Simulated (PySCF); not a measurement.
# C11H8: the cost of one run

Computed with PySCF 2.14.0 and routines of our own; the level stands in each step. Atoms count from 0.

### 1 The starting structure

19 atoms, charge 0, multiplicity 1; geometry from: GFN2-xTB.

### 2 Vibronic structure: TDDFT HF/def2-SV(P)

Job settings and geometry (Å):

```
{"job": {"kind": "vib", "xc": "HF", "basis": "def2-SV(P)", "tda": false}, "charge": 0, "multiplicity": 1}
C      4.171019    -0.998129    -0.063060
C      3.043825    -0.584770    -0.044268
C      1.714567    -0.100009    -0.024359
C      1.477929     1.277646    -0.026817
C      0.189066     1.775987    -0.010223
C     -0.870625     0.880905     0.008729
C     -0.634385    -0.505068     0.012621
C      0.646443    -1.003528    -0.003366
C     -1.950945    -1.218795     0.033910
C     -2.930870    -0.085589     0.045354
C     -2.302807     1.095569     0.029097
H      5.156149    -1.357979    -0.078177
H      2.322611     1.951322    -0.041717
H      0.012476     2.841929    -0.011932
H      0.841243    -2.066499     0.000182
H     -2.082622    -1.856837    -0.843540
H     -2.058467    -1.856010     0.915037
H     -3.993596    -0.249804     0.064588
H     -2.760815     2.068908     0.030480
```

With the program's defaults for keys left out, this is: TDDFT HF/def2-SV(P) vertical-gradient vibronic structure (displaced harmonic oscillators, Condon), gas phase.

Started as:

```sh
$ OMP_NUM_THREADS=1 python excited_run.py task.json out
```

The driver reads the jobs from task.json and runs them one after another.

**Question.** How long does this first job take on 1 thread of AMD EPYC 9R45, shared host, and how much memory does it need?

About 14 s, with a peak of 0.8 GiB.
